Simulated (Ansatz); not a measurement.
# C2H8NSi radical: small, medium and large basis sets

Aim: see how fast density functionals converge with the basis set for C2H8NSi radical.

The runs use Ansatz 0.2.0, Gaussian basis; one geometry, several basis sets.

The runs, in order: PBE0-D4/def2-SVP; ωB97M-V/def2-SVP; PBE0-D4/def2-QZVPP; ωB97M-V/def2-QZVPP; the functionals' def2-TZVPP values are taken from earlier runs.

1 further run of the same task is left out (it didn't finish).

## (1) The geometry

An earlier PBE0-D4 in a triple-zeta def2 set relaxation fixed the geometry.

SMILES `CN(C)[SiH2]`, 12 atoms, charge 0, spin multiplicity 2.

Atoms are counted from 1 here; the program's logs count them from 0.

Bond lengths: C1–N2 1.441 Å, C1–H5 1.097 Å, C1–H6 1.099 Å, C1–H7 1.091 Å, N2–C3 1.441 Å, N2–Si4 1.724 Å, C3–H8 1.099 Å, C3–H9 1.097 Å, C3–H10 1.091 Å, Si4–H11 1.495 Å, Si4–H12 1.495 Å. Angles: N2–C1–H5 110.4°, N2–C1–H6 112.2°, N2–C1–H7 110.5°, H5–C1–H6 107.6°, H5–C1–H7 107.9°, H6–C1–H7 108.1°, C1–N2–C3 113.9°, C1–N2–Si4 121.8°, C3–N2–Si4 121.8°, N2–C3–H8 112.2°, N2–C3–H9 110.4°, N2–C3–H10 110.5°, H8–C3–H9 107.6°, H8–C3–H10 108.1°, H9–C3–H10 107.9°, N2–Si4–H11 106.6°, N2–Si4–H12 106.7°, H11–Si4–H12 110.7°.

## (2) PBE0-D4 in def2-SVP

File in.yaml:

```yaml
crystal:
  periodic: [false, false, false]
  atoms:
    - {symbol: C, position_ang: [-0.374340, 1.052125, -0.802338]}
    - {symbol: N, position_ang: [-0.051955, -0.102348, -0.002787]}
    - {symbol: C, position_ang: [1.123312, 0.061853, 0.814412]}
    - {symbol: Si, position_ang: [-1.205791, -1.345200, 0.305153]}
    - {symbol: H, position_ang: [0.455586, 1.292108, -1.478814]}
    - {symbol: H, position_ang: [-0.569558, 1.941737, -0.187280]}
    - {symbol: H, position_ang: [-1.259073, 0.859533, -1.411774]}
    - {symbol: H, position_ang: [1.019283, 0.889764, 1.529658]}
    - {symbol: H, position_ang: [1.998306, 0.273378, 0.187038]}
    - {symbol: H, position_ang: [1.327067, -0.850403, 1.377920]}
    - {symbol: H, position_ang: [-1.956297, -1.558672, -0.970509]}
    - {symbol: H, position_ang: [-0.429538, -2.569173, 0.673322]}
basis:
  gaussian: {orbitals: def2-SVP}
magnetization: {spin_polarized: true, initial_magnetization: 1}
hamiltonian: {xc: pbe0, dispersion: d4}
output: {orbitals: {seedname: orbitals}}
```

After this run come: ωB97M-V in def2-SVP; PBE0-D4 in def2-QZVPP; ωB97M-V in def2-QZVPP.

Q: Predict the results of all the runs planned. Wanted: PBE0-D4: double and triple zeta above quadruple; ωB97M-V: double and triple zeta above quadruple.

The runs gave:

| quantity | value |
| --- | --- |
| PBE0-D4: double and triple zeta above quadruple | 7.37, 0.49 eV |
| ωB97M-V: double and triple zeta above quadruple | 7.59, 0.48 eV |

For PBE0-D4 the step from double to triple zeta gains 6.88 eV and the next only 0.49 eV. Total energies overstate the basis error of differences, where much of it tends to cancel.
